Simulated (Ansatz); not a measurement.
Write a Python script for Ansatz's Python interface that makes a comparison of enthalpies under pressure of two structures of C. Use (first run): LDA, PAW, cutoff 520 eV, Gaussian smearing of 0.1 eV.

Script `transition_c.py`:
```python
"""Pressure at which two phases of C cross."""

import ansatz as az
import numpy as np
from tabulate import tabulate


def hcp(A, a):
    return (
        az.Lattice.from_parameters(a, a, 1.633 * a, alpha=90, beta=90, gamma=120)
        .space_group(194)
        .atom(A, (1 / 3, 2 / 3, 0.25))
    )


def bcc(A, a):
    return (
        az.Lattice.bcc(a)
        .space_group(229)
        .atom(A, (0, 0, 0))
        .primitive()
    )


def solve(name, crystal, pressure=0.0):
    calc = crystal.calculation()
    calc = calc.functional("lda").scf(tolerance=1e-10)
    calc = calc.basis(520).kpoints(spacing=0.15)
    calc = calc.occupations("gaussian", width=0.1)
    calc = calc.relax(force_tolerance=0.03, cell=True, pressure=pressure)
    return calc.run(threads=1, pin="off")


def volume_per_atom(outcome):
    return abs(np.linalg.det(outcome.lattice.cell_ang)) / len(outcome.lattice.sites)

phases = {}
phases["hcp"] = hcp("C", 2.12)
phases["bcc"] = bcc("C", 2.38)

# enthalpy per atom at each pressure
pressures = [0, 5, 10, 20]
enthalpy, volume = {name: [] for name in phases}, {name: [] for name in phases}
for p in pressures:
    for name, crystal in phases.items():
        o = solve(name, crystal, pressure=p)
        volume[name].append(volume_per_atom(o))
        enthalpy[name].append(o.report["energy_sigma0_ev"] / len(o.lattice.sites) + p * volume[name][-1] / 160.21766)
gap = np.array(enthalpy["bcc"]) - np.array(enthalpy["hcp"])
rows = [(p, va, vb, 1000 * d) for p, va, vb, d in zip(pressures, volume["hcp"], volume["bcc"], gap)]
print(tabulate(rows, headers=["P (GPa)", "V hcp (A^3/atom)", "V bcc (A^3/atom)", "H(bcc) - H(hcp) (meV/atom)"], floatfmt=".4f", tablefmt="rst"))
crossings = [p0 - g0 * (p1 - p0) / (g1 - g0) for p0, p1, g0, g1 in zip(pressures, pressures[1:], gap, gap[1:]) if g0 * g1 < 0]
print("crossing near", [round(float(p), 1) for p in crossings], "GPa") if crossings else print("no crossing in this range")
```

Output of `python transition_c.py`:
```text
=========  ==================  ==================  ============================
  P (GPa)    V hcp (A^3/atom)    V bcc (A^3/atom)    H(bcc) - H(hcp) (meV/atom)
=========  ==================  ==================  ============================
        0              7.4384              6.3011                      410.1289
        5              6.9916              6.1690                      379.9831
       10              6.6955              6.0491                      356.9850
       20              6.2834              5.8419                      324.1539
=========  ==================  ==================  ============================
no crossing in this range
```

Reading the output:
- At a fixed pressure a relaxation lowers the enthalpy F + PV, while F alone can rise.
- Only these two structures are compared, at zero temperature and with their symmetry kept; either may be hypothetical, and another phase may be lower than both. Differences under about 40 meV an atom lie within the error of mesh and functional.
- The cells are prototypes set up for this calculation and needn't exist.
- It ran for 4.6 min on 1 thread of Arm Neoverse V2, with other jobs on the host, peak memory 0.42 GiB.
